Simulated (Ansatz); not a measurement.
# One shape, several levels: BSiH3BrOF (SMILES OB(F)[SiH2]Br)

We compute a comparison of 6 runs (HF/STO-3G, HF/def2-SVP, B3LYP/6-31G*, PBE0/def2-SVP, BLYP/cc-pVTZ) of BSiH3BrOF. 

The results are computed with Ansatz 0.2.0.

## Step 1: The molecule

The species is BSiH3BrOF (8 atoms), meant as a singlet with charge 0. SMILES: `OB(F)[SiH2]Br`. The coordinates come from a PBE0-D4/def2-TZVP relaxation. This is one conformer, not always the lowest.

Bond lengths: O1–B2 1.342 Å, B2–F3 1.327 Å, B2–Si4 2.036 Å, Si4–Br5 2.245 Å, O1–H6 0.964 Å, Si4–H7 1.483 Å, Si4–H8 1.483 Å. Angles: O1–B2–F3 117.5°, O1–B2–Si4 122.3°, F3–B2–Si4 120.2°, B2–Si4–Br5 105.0°, B2–O1–H6 112.9°, B2–Si4–H7 113.7°, B2–Si4–H8 113.7°, Br5–Si4–H7 107.4°, Br5–Si4–H8 107.4°, H7–Si4–H8 109.1°.

## Step 2: Energy and forces at HF/STO-3G (run 1)

File in.yaml:

```yaml
crystal:
  periodic: [false, false, false]
  atoms:
    - {symbol: O, position_ang: [0.941700, 0.833400, 1.457300]}
    - {symbol: B, position_ang: [0.780700, -0.286000, 0.734800]}
    - {symbol: F, position_ang: [1.516600, -1.339300, 1.065700]}
    - {symbol: Si, position_ang: [-0.532800, -0.401000, -0.816500]}
    - {symbol: Br, position_ang: [-1.485000, 1.629100, -0.924300]}
    - {symbol: H, position_ang: [0.375800, 1.555500, 1.160500]}
    - {symbol: H, position_ang: [0.113200, -0.658700, -2.126800]}
    - {symbol: H, position_ang: [-1.618200, -1.390200, -0.606500]}
basis:
  gaussian:
    orbitals: STO-3G
hamiltonian:
  xc: hf
accuracy: high
output: {forces: true, orbitals: {seedname: orbitals}}
```

Command:

```
$ ansatz run in.yaml --threads 1 --pin off --max-ram 2610MiB --events-out events.jsonl --progress --plain --runs-dir runs
```

What it wrote:

```text
Warning: RAYON_NUM_THREADS=1 ignored (pool sized by the plan → 1); use --threads N
Functional definition: HF
  name "HF"
  exchange = exact_x
  correlation = 0
809 factors; integrals over basis functions are off by at most 2.5e-8 eV
mean field evaluation 1: about -82404.3101 eV, gradient 2.9e1 eV
mean field evaluation 2: about -82404.4158 eV, gradient 2.9e1 eV
mean field evaluation 4: about -82407.7221 eV, gradient 1.7e0 eV
mean field evaluation 8: about -82407.7347 eV, gradient 3.6e-2 eV
mean field -82407.73467956 eV, -3028.4283915049 hartree, gradient 2.1e-8 eV, S^2 0.000000; 0 other end points of the search recorded, 0 dependent functions left out
the calculation of the forces begins
reference -82407.73467956 eV, -3028.4283915049 hartree; 37, 37 occupied and 8, 8 virtual orbitals, 809 factors
Total energy: -82407.73467956 eV, -3028.4283915049 hartree
Atom 0 at     0.941700     0.833400     1.457300 Å, force     0.777122    -0.886238     0.458161 eV/Å
Atom 1 at     0.780700    -0.286000     0.734800 Å, force    -0.099643    -0.992101    -0.590828 eV/Å
Atom 2 at     1.516600    -1.339300     1.065700 Å, force    -0.490299     0.883806    -0.132897 eV/Å
Atom 3 at    -0.532800    -0.401000    -0.816500 Å, force    -0.140825    -0.642751    -0.469066 eV/Å
Atom 4 at    -1.485000     1.629100    -0.924300 Å, force     0.226921    -0.499730     0.018339 eV/Å
Atom 5 at     0.375800     1.555500     1.160500 Å, force    -0.717055     0.870054    -0.397767 eV/Å
Atom 6 at     0.113200    -0.658700    -2.126800 Å, force    -0.703267     0.242341     1.369307 eV/Å
Atom 7 at    -1.618200    -1.390200    -0.606500 Å, force     1.147047     1.024619    -0.255249 eV/Å
Dipole moment:     0.055713    -0.226637    -0.045468 e Å
```

Wall time 1.5 s (1 thread of Arm Neoverse V2, shared host).

## Step 3: Energy and gradient at HF/def2-SVP (run 2)

File input.yaml:

```yaml
crystal:
  periodic: [false, false, false]
  atoms:
    - {symbol: O, position_ang: [0.941700, 0.833400, 1.457300]}
    - {symbol: B, position_ang: [0.780700, -0.286000, 0.734800]}
    - {symbol: F, position_ang: [1.516600, -1.339300, 1.065700]}
    - {symbol: Si, position_ang: [-0.532800, -0.401000, -0.816500]}
    - {symbol: Br, position_ang: [-1.485000, 1.629100, -0.924300]}
    - {symbol: H, position_ang: [0.375800, 1.555500, 1.160500]}
    - {symbol: H, position_ang: [0.113200, -0.658700, -2.126800]}
    - {symbol: H, position_ang: [-1.618200, -1.390200, -0.606500]}
basis:
  gaussian:
    orbitals: def2-SVP
hamiltonian:
  xc: hf
accuracy: high
output: {forces: true, orbitals: {seedname: orbitals}}
```

Command:

```
$ ansatz run input.yaml --threads 1 --pin off --max-ram 2610MiB --events-out events.jsonl --progress --plain --runs-dir runs
```

What it wrote:

```text
Warning: RAYON_NUM_THREADS=1 ignored (pool sized by the plan → 1); use --threads N
[... 4 set-up lines as earlier in the session ...]
2214 factors; integrals over basis functions are off by at most 2.5e-8 eV
mean field evaluation 1: about -83309.2335 eV, gradient 3.8e1 eV
mean field evaluation 2: about -83309.3205 eV, gradient 3.8e1 eV
mean field evaluation 4: about -83312.4464 eV, gradient 2.8e0 eV
mean field evaluation 8: about -83312.4861 eV, gradient 2.0e-1 eV
mean field evaluation 16: about -83312.4863 eV, gradient 1.8e-8 eV
mean field -83312.48625698 eV, -3061.6773987126 hartree, gradient 1.8e-8 eV, S^2 0.000000; 0 other end points of the search recorded, 0 dependent functions left out
the calculation of the forces begins
reference -83312.48625698 eV, -3061.6773987126 hartree; 37, 37 occupied and 70, 70 virtual orbitals, 2214 factors
Total energy: -83312.48625698 eV, -3061.6773987126 hartree
Atom 0 at     0.941700     0.833400     1.457300 Å, force    -0.705307     0.228732    -0.693281 eV/Å
Atom 1 at     0.780700    -0.286000     0.734800 Å, force     0.472108     0.186781     0.627944 eV/Å
Atom 2 at     1.516600    -1.339300     1.065700 Å, force    -0.219709     0.271080    -0.119749 eV/Å
Atom 3 at    -0.532800    -0.401000    -0.816500 Å, force    -0.101742    -0.431547    -0.323134 eV/Å
Atom 4 at    -1.485000     1.629100    -0.924300 Å, force    -0.162958     0.284900    -0.048299 eV/Å
Atom 5 at     0.375800     1.555500     1.160500 Å, force     0.641951    -0.635762     0.424950 eV/Å
Atom 6 at     0.113200    -0.658700    -2.126800 Å, force    -0.041312     0.014261     0.135192 eV/Å
Atom 7 at    -1.618200    -1.390200    -0.606500 Å, force     0.116969     0.081555    -0.003624 eV/Å
Dipole moment:    -0.145147    -0.009241    -0.169630 e Å
```

Wall time 7.2 s (1 thread of Arm Neoverse V2, shared host).

Runs 3 to 5 aren't shown in full; the table further down has their settings and results.

## Step 4: Energy and gradient at BLYP/cc-pVTZ (run 6)

File molecule.yaml:

```yaml
crystal:
  periodic: [false, false, false]
  atoms:
    - {symbol: O, position_ang: [0.941700, 0.833400, 1.457300]}
    - {symbol: B, position_ang: [0.780700, -0.286000, 0.734800]}
    - {symbol: F, position_ang: [1.516600, -1.339300, 1.065700]}
    - {symbol: Si, position_ang: [-0.532800, -0.401000, -0.816500]}
    - {symbol: Br, position_ang: [-1.485000, 1.629100, -0.924300]}
    - {symbol: H, position_ang: [0.375800, 1.555500, 1.160500]}
    - {symbol: H, position_ang: [0.113200, -0.658700, -2.126800]}
    - {symbol: H, position_ang: [-1.618200, -1.390200, -0.606500]}
basis:
  gaussian:
    orbitals: cc-pVTZ
hamiltonian:
  xc: {name: BLYP}
output: {forces: true, orbitals: {seedname: orbitals}}
accuracy: high
```

Command:

```
$ ansatz run molecule.yaml --threads 1 --pin off --max-ram 2610MiB --events-out events.jsonl --progress --plain --runs-dir runs
```

What it wrote:

```text
Warning: RAYON_NUM_THREADS=1 ignored (pool sized by the plan → 1); use --threads N
Functional definition: BLYP
  name "BLYP"
  parameter beta = 0.0042
  parameter a = 0.04918
  parameter b = 0.132
  parameter c = 0.2533
  parameter d = 0.349
  exchange = b88_x(beta = beta)
  correlation = lyp_c(a = a, b = b, c = c, d = d)
3574 factors; integrals over basis functions are off by at most 5.3e-9 eV
mean field evaluation 1: about -83413.7676 eV, gradient 6.6e1 eV
mean field evaluation 2: about -83384.3957 eV, gradient 1.4e2 eV
mean field evaluation 4: about -83420.2689 eV, gradient 1.3e1 eV
mean field evaluation 8: about -83420.5294 eV, gradient 4.2e-1 eV
mean field evaluation 16: about -83420.5298 eV, gradient 1.0e-4 eV
mean field -83420.52977735 eV, -3065.6479248516 hartree, gradient 6.1e-8 eV, S^2 0.000000; 0 other end points of the search recorded, 0 dependent functions left out
the calculation of the forces begins
reference -83420.52983486 eV, -3065.6479269650 hartree; 37, 37 occupied and 172, 172 virtual orbitals, 3574 factors
Total energy: -83420.52983486 eV, -3065.6479269650 hartree
Atom 0 at     0.941700     0.833400     1.457300 Å, force     0.365642     0.220952     0.522813 eV/Å
Atom 1 at     0.780700    -0.286000     0.734800 Å, force    -0.335954    -0.044025    -0.403589 eV/Å
Atom 2 at     1.516600    -1.339300     1.065700 Å, force     0.424503    -0.626406     0.181768 eV/Å
Atom 3 at    -0.532800    -0.401000    -0.816500 Å, force     0.189855    -0.416158     0.016370 eV/Å
Atom 4 at    -1.485000     1.629100    -0.924300 Å, force    -0.314429     0.587133    -0.075431 eV/Å
Atom 5 at     0.375800     1.555500     1.160500 Å, force    -0.285100     0.427537    -0.118895 eV/Å
Atom 6 at     0.113200    -0.658700    -2.126800 Å, force     0.038546    -0.049005    -0.114990 eV/Å
Atom 7 at    -1.618200    -1.390200    -0.606500 Å, force    -0.083065    -0.100028    -0.008046 eV/Å
Dipole moment:    -0.105048     0.037505    -0.101483 e Å
```

It took 44 s on 1 thread of Arm Neoverse V2, shared host; peak memory 1 GiB.

## Step 5: All runs side by side

```csv
run,level,Cartesian functions,energy (Eh),dipole moment (D),HOMO energy (eV),LUMO energy (eV),wall time
1,HF/STO-3G,no,-3028.428392,1.14,-8.09,8.05,1.5 s
2,HF/def2-SVP,no,-3061.677399,1.07,-11.40,2.68,7.2 s
3,B3LYP/6-31G* (spherical functions),no,-3065.230978,0.58,-8.01,-0.75,16 s
4,B3LYP/6-31G* (Cartesian functions),yes,-3065.244137,0.58,-8.02,-0.75,17 s
5,PBE0/def2-SVP,no,-3064.337244,0.78,-8.32,-0.79,16 s
6,BLYP/cc-pVTZ,no,-3065.647927,0.72,-6.96,-1.66,44 s
```

## Step 6: Summary of results

```
                       quantity           value
            run 6: total energy  -3065.64793 Eh
           run 6: dipole moment          0.72 D
             run 6: HOMO energy        -6.96 eV
             run 6: LUMO energy        -1.66 eV
           run 6: HOMO–LUMO gap         5.30 eV
run 6: largest force on an atom      0.778 eV/Å
```

In words: The dipole moment (its size) runs from 0.58 D (B3LYP/6-31G*) to 1.14 D (HF/STO-3G). The two ends differ in method and basis. The HOMO–LUMO gap runs from 5.30 eV (BLYP/cc-pVTZ) to 16.14 eV (HF/STO-3G). Totals of different functionals can't be ranked against each other. In run 1 the basis is minimal, so the values are rough. All runs together took 1.7 min, the longest 44 s.
